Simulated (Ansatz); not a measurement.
# Sr2ZnWF6: the cost of one run

Computed with Ansatz 0.2.0 (reference: DFT PBE, plane waves, PAW, scalar-relativistic, no spin polarisation, unless a step's input says otherwise).

## (1) The system as given

Symmetry: Fm-3m, No. 225, cubic system. The conventional cell has a = 8.410 Å, b = 8.410 Å, c = 8.410 Å, α = 90.00°, β = 90.00°, γ = 90.00°. Around Zn (site symmetry m-3m) lie 6 F at 1.89 Å. Around W (site symmetry m-3m) lie 6 F at 2.31 Å. F (site symmetry 4mm) has 1 Zn at 1.89 Å and 1 W at 2.31 Å as nearest neighbours. Sr (site symmetry -43m) has 12 F at 2.98 Å as nearest neighbours.

Structure file:

```cif
data_structure
_symmetry_space_group_name_H-M 'P 1'
_symmetry_Int_Tables_number 1
_cell_length_a 5.9467
_cell_length_b 5.9467
_cell_length_c 5.9467
_cell_angle_alpha 60.000
_cell_angle_beta 60.000
_cell_angle_gamma 60.000
_cell_volume 148.70
loop_
_atom_site_label
_atom_site_type_symbol
_atom_site_fract_x
_atom_site_fract_y
_atom_site_fract_z
_atom_site_occupancy
Zn1 Zn 0.50000 0.50000 0.50000 1
W1 W 0.00000 0.00000 0.00000 1
F1 F 0.72500 0.27500 0.27500 1
F2 F 0.27500 0.72500 0.27500 1
F3 F 0.27500 0.72500 0.72500 1
F4 F 0.72500 0.27500 0.72500 1
F5 F 0.27500 0.27500 0.72500 1
F6 F 0.72500 0.72500 0.27500 1
Sr1 Sr 0.25000 0.25000 0.25000 1
Sr2 Sr 0.75000 0.75000 0.75000 1
```

## (2) Baseline

input.yaml

```yaml
crystal:
  lattice:
    - [0.0, 4.204981, 4.204981]
    - [4.204981, 0.0, 4.204981]
    - [4.204981, 4.204981, 0.0]
  atoms:
    - { symbol: Zn, position: [0.5, 0.5, 0.5] }
    - { symbol: W, position: [0.0, 0.0, 0.0] }
    - { symbol: F, position: [0.725, 0.275, 0.275] }
    - { symbol: F, position: [0.275, 0.725, 0.275] }
    - { symbol: F, position: [0.275, 0.725, 0.725] }
    - { symbol: F, position: [0.725, 0.275, 0.725] }
    - { symbol: F, position: [0.275, 0.275, 0.725] }
    - { symbol: F, position: [0.725, 0.725, 0.275] }
    - { symbol: Sr, position: [0.25, 0.25, 0.25] }
    - { symbol: Sr, position: [0.75, 0.75, 0.75] }
  symmetry: { tolerance: 0.0003 }
kpoints:
  mp_grid: { grid: [4, 4, 4], shift: [0, 0, 0] }
magnetization:
  spin_polarized: false
scf:
  occupations: { method: fermi_dirac }
hamiltonian:
  pseudopotentials: { kind: paw }
  xc: pbe
basis:
  ecutwfc: 420
output:
  forces: true
  stress: true
  eigenvalues: true
```

The run is started by

```console
$ ansatz run input.yaml --threads 1 --pin off --max-ram 2560MiB --backend cpu --events-out ev --progress --plain --runs-dir out
```

**Question.** How long does this run take on 1 thread of Arm Neoverse V2, shared host, and how much memory does it need?

About 4.5 s, with a peak of 0.42 GiB.
